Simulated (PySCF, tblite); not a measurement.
# C3H11B2NS2: geometry, infrared bands and NMR shifts

What infrared bands and NMR shifts should C3H11B2NS2 (`CNB(BSC)SC`) show?

Computed with tblite 0.8.0 and PySCF 2.14.0, with density-fitted response routines of our own, on a single molecule in the gas phase. Atoms count from 0, in the outputs and in this text.

## 1. The starting structure

19 atoms, charge 0, multiplicity 1; geometry from: force field or distance geometry start.

Bonds of the start (Å): C0–N1 1.43, N1–B2 1.54, B2–B3 1.66, B3–S4 1.89, S4–C5 1.80, B2–S6 1.89, S6–C7 1.81, C0–H8 1.12, C0–H9 1.12, C0–H10 1.12, N1–H11 1.04, B3–H12 1.18, C5–H13 1.12, C5–H14 1.10, C5–H15 1.12, C7–H16 1.12, C7–H17 1.11, C7–H18 1.12.

## 2. Geometry optimisation with GFN2-xTB

The job: settings as JSON, then the geometry in Å.

```
{"job": {"kind": "relax", "xc": "GFN2-xTB", "basis": "xTB"}, "charge": 0, "multiplicity": 1}
C     -1.726700     2.343500    -0.529700
N     -0.662600     1.508800    -0.991400
B     -0.405700     0.300700    -0.063400
B      0.844300    -0.681900    -0.529100
S      2.589800     0.008200    -0.707700
C      3.455500     0.111900     0.862200
S     -1.970400    -0.606900     0.498200
C     -1.705400    -2.394300     0.556600
H     -2.704800     1.895500    -0.840200
H     -1.698600     3.375800    -0.960100
H     -1.744000     2.471100     0.582100
H     -0.879400     1.088600    -1.922500
H      0.545300    -1.546100    -1.282700
H      4.256200     0.887100     0.779500
H      2.775100     0.415800     1.674500
H      3.974700    -0.836700     1.145300
H     -1.355400    -2.775000    -0.436700
H     -0.937800    -2.640500     1.325700
H     -2.659700    -2.916400     0.832000
```

On the command line:

```
$ OMP_NUM_THREADS=1 python probes_run.py task.json out
```

This one command runs all jobs of the session in turn.

**Question.** This job is followed by: GFN2-xTB harmonic vibrations, gas phase; GIAO PBE0/pcSseg-1 NMR shielding, non-relativistic, gas phase. What will the session give for the following? strongest single infrared mode (GFN2-xTB); zero-point energy (GFN2-xTB); ¹³C shifts against TMS (PBE0/pcSseg-1); ¹H shifts against TMS (PBE0/pcSseg-1, means over atoms taken as alike); ¹⁵N shifts against NH3 (PBE0/pcSseg-1); ¹¹B shifts against BF3·OEt2 (PBE0/pcSseg-1); ³³S shifts against CS2 (PBE0/pcSseg-1).

As calculated:

| quantity | value |
| --- | --- |
| strongest single infrared mode (GFN2-xTB) | 2600 cm⁻¹, 108 km/mol |
| zero-point energy (GFN2-xTB) | 92.2 kcal/mol |
| ¹³C shifts against TMS (PBE0/pcSseg-1) | 34.1, 23.4, 15.2 ppm |
| ¹H shifts against TMS (PBE0/pcSseg-1, means over atoms taken as alike) | 8.05, 3.29, 3.01, 2.45, 1.99 ppm |
| ¹⁵N shifts against NH3 (PBE0/pcSseg-1) | 112.6 ppm |
| ¹¹B shifts against BF3·OEt2 (PBE0/pcSseg-1) | 77.1, 44.2 ppm |
| ³³S shifts against CS2 (PBE0/pcSseg-1) | 138, -61 ppm |

Relaxing lowered the energy by 2.446 eV in 137 steps; the close pair that moved most is N1–B2, from 1.545 to 1.392 Å. All 51 modes are real, so the xTB geometry is a minimum. The strongest single mode, at 2600 cm⁻¹, moves mainly H12. Unscaled tight-binding wavenumbers are off by several per cent, some by more. Its intensities can rank the bands wrongly. At PBE0/pcSseg-1: The largest span, 534 ppm, is at S4, where the paramagnetic term is -693 ppm.
